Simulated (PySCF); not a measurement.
# PrH4: other functionals and bases at one geometry

Aim: see how levels, charges and forces of PrH4 depend on the level of theory. The species was built from a template and needn't be a known compound.

Method: several levels, as the steps say, no spin–orbit coupling; program: PySCF 2.14.0.

1 further run of the same task is left out (for a known fault of the program).

## (1) Starting geometry

5 atoms, charge 0, spin multiplicity 1.

Bond lengths: Pr1–H2 1.968 Å, Pr1–H3 1.968 Å, Pr1–H4 1.968 Å, Pr1–H5 1.968 Å. Angles: H2–Pr1–H3 109.5°, H2–Pr1–H4 109.5°, H2–Pr1–H5 109.5°, H3–Pr1–H4 109.5°, H3–Pr1–H5 109.5°, H4–Pr1–H5 109.5°.

Geometry (Å):

```xyz
5

Pr    0.00000    0.00000    0.00000
H     1.13600    1.13600    1.13600
H    -1.13600   -1.13600    1.13600
H     1.13600   -1.13600   -1.13600
H    -1.13600    1.13600   -1.13600
```

Formal oxidation states: Pr +4. Each metal's 1 4f electrons lie in its core potential, so multiplicities, spins and levels count the valence alone. An earlier session relaxed this geometry at PBE0, Pr lcecp-2-SVP with ECP47, H def2-SVP (singlet, point group Td).

At PBE0 on the finer grid: E = -41.542168 Eh, frontier levels not given, since the 4f levels lie in the core, Mulliken charge on Pr1 +0.87 e, largest force component 0.000 eV/Å. 

Levels to run: B3LYP; BLYP; PBE0, TZVP. Hardware: 2 threads of Arm Neoverse V2, shared host.

## (2) B3LYP

Input file run.py (the lines that set the calculation):

```python
mol = gto.M(atom='''
Pr     0.00000     0.00000     0.00000
H      1.13600     1.13600     1.13600
H     -1.13600    -1.13600     1.13600
H      1.13600    -1.13600    -1.13600
H     -1.13600     1.13600    -1.13600''',
    basis={'Pr': 'lcecp-2-SVP', 'H': 'def2-SVP'},
    ecp={'Pr': 'lcecp-2-SVP'},
    charge=0, spin=0)
mf = dft.RKS(mol, xc='B3LYP')
mf.grids.atom_grid = (75, 302)  # f atoms: unpruned, at least (60, 302)
mf = mf.density_fit()  # fitting sets: Pr AutoAux, H def2-universal-JKFIT
mf.conv_tol = 1e-08; mf.max_cycle = 55
mf.kernel(dm0)  # dm0: the density of the relaxed state
```

Command:

```console
OMP_NUM_THREADS=2 python run.py
```

## (3) BLYP

Changes to run.py (the lines that set the calculation) since step 2:

```diff
@@ -9,3 +9,3 @@
     charge=0, spin=0)
-mf = dft.RKS(mol, xc='B3LYP')
+mf = dft.RKS(mol, xc='BLYP')
 mf.grids.atom_grid = (75, 302)  # f atoms: unpruned, at least (60, 302)
```

## (4) PBE0, TZVP

Basis: Pr lcecp-2-TZVP with ECP47, H def2-TZVP. 

Input file run.py (the lines that set the calculation):

```python
mol = gto.M(atom='''
Pr     0.00000     0.00000     0.00000
H      1.13600     1.13600     1.13600
H     -1.13600    -1.13600     1.13600
H      1.13600    -1.13600    -1.13600
H     -1.13600     1.13600    -1.13600''',
    basis={'Pr': 'lcecp-2-TZVP', 'H': 'def2-TZVP'},
    ecp={'Pr': 'lcecp-2-TZVP'},
    charge=0, spin=0)
mf = dft.RKS(mol, xc='PBE0')
mf.grids.atom_grid = (75, 302)  # f atoms: unpruned, at least (60, 302)
mf = mf.density_fit()  # fitting sets: Pr AutoAux, H def2-universal-JKFIT
mf.conv_tol = 1e-08; mf.max_cycle = 55
mf.kernel(dm0)  # dm0: free metal ions and neutral atoms
```

What does the calculation give? Wanted: for each run, charge on Pr1; dipole; largest force.

**Answer**, as computed:

| level | state | charge on Pr1 (e) | dipole (D) | largest force (eV/Å) | basis functions | time |
| --- | --- | --- | --- | --- | --- | --- |
| PBE0 (relaxed here) | singlet | 0.87 | 0.00 | 0.00 | 50 | 2.2 s |
| B3LYP | singlet | 0.81 | 0.00 | 0.07 | 50 | 1.1 s |
| BLYP | singlet | 0.66 | 0.00 | 0.14 | 50 | 1.2 s |
| PBE0, TZVP | singlet | 0.95 | 0.00 | 0.05 | 71 | 2.8 s |

Times are on 2 threads of Arm Neoverse V2, shared host; the first row also made further properties.

The largest leftover force, 0.14 eV/Å with BLYP, stands at a geometry relaxed at another level. The Mulliken charge on Pr spans +0.66 to +0.95 e over the levels. With 4f in the core, its levels are missing from HOMO and gap. Total energies of different levels can't be compared. Spin–orbit coupling is left out throughout.
